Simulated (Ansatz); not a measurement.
# LiTaSe2: the cost of one run

Computed with Ansatz 0.2.0 (DFT LDA+U (U = 5 eV, J = 0.9 eV on Ta d), plane waves, PAW, no spin–orbit coupling unless a run says so, unless a step's input says otherwise).

## 1. The starting structure

The structure is trigonal, space group P-3m1 (No. 164). Conventional cell: a = 3.547 Å, b = 3.547 Å, c = 6.837 Å, α = 90.00°, β = 90.00°, γ = 120.00°. Around Li (site symmetry -3m) lie 6 Se at 2.69 Å. Around Se (site symmetry 3m) lie 3 Ta at 2.65 Å and 3 Li at 2.69 Å. Ta (site symmetry -3m) is surrounded by 6 Se at 2.65 Å.

Coordinates:

```
Li Se Ta
1.0
     3.54734    0.00000    0.00000
    -1.77367    3.07208    0.00000
     0.00000    0.00000    6.83720
Li Se Ta
1 2 1
Cartesian
  0.0000 0.0000 3.4186
  0.0000 2.0481 1.6764
  1.7737 1.0240 5.1608
  0.0000 0.0000 0.0000
```

Magnetic order typed: ferromagnetic.

An earlier series on this cell reached its lowest free state from «random orbitals: drawn by pairs, first filling», perhaps among other starts (it ended without moments).

## 2. Random orbitals: single harmonics, second filling

File input.yaml:

```yaml
crystal:
  lattice:
    - [3.54733585, 0.0, 0.0]
    - [-1.77366793, 3.07208297, 0.0]
    - [0.0, 0.0, 6.83719787]
  atoms:
    - { symbol: Li, position: [0.0, 0.0, 0.5] }
    - { symbol: Se, position: [0.3333333333, 0.6666666667, 0.245181] }
    - { symbol: Se, position: [0.6666666667, 0.3333333333, 0.754819] }
    - { symbol: Ta, position: [0.0, 0.0, 0.0], spin: 0.3 }
basis:
  ecutwfc: 420
  ecutrho_ratio: 4
kpoints:
  mp_grid: { grid: [6, 6, 3] }
hamiltonian:
  xc: lda
  hubbard:
    sites:
      - { site: 3, l: d, u: 5.0, j: 0.9, starting_ns: [{ spin: up, occupation_matrix: s3up }, { spin: down, occupation_matrix: s3down }] }
    occupation_matrices:
      s3up:
        matrix:
          - [0.02, 0.0, 0.0, 0.0, 0.0]
          - [0.0, 0.97, 0.0, 0.0, 0.0]
          - [0.0, 0.0, 0.02, 0.0, 0.0]
          - [0.0, 0.0, 0.0, 0.02, 0.0]
          - [0.0, 0.0, 0.0, 0.0, 0.02]
      s3down:
        matrix:
          - [0.02, 0.0, 0.0, 0.0, 0.0]
          - [0.0, 0.02, 0.0, 0.0, 0.0]
          - [0.0, 0.0, 0.02, 0.0, 0.0]
          - [0.0, 0.0, 0.0, 0.97, 0.0]
          - [0.0, 0.0, 0.0, 0.0, 0.02]
    ns_hold: until_converged
scf:
  occupations: { method: gaussian, width: 0.05 }
  lower_state_search: "off"
  max_iter: 150
output:
  forces: true
  stress: true
  eigenvalues: true
  populations: true
  hubbard: { sites: [{ site: 3, l: d }] }
magnetization:
  spin_polarized: true
```

The typed matrices put 0.97 on the chosen orbitals and 0.02 on the others, and are held until the SCF converges, then released.

Started as:

```sh
ansatz run input.yaml --threads 2 --pin off --max-ram 3072MiB --backend cpu --events-out ev --progress --plain --runs-dir out
```

What time and memory should one allow on 2 threads of Arm Neoverse V2, shared host?

About 28 s, with a peak of 0.48 GiB.
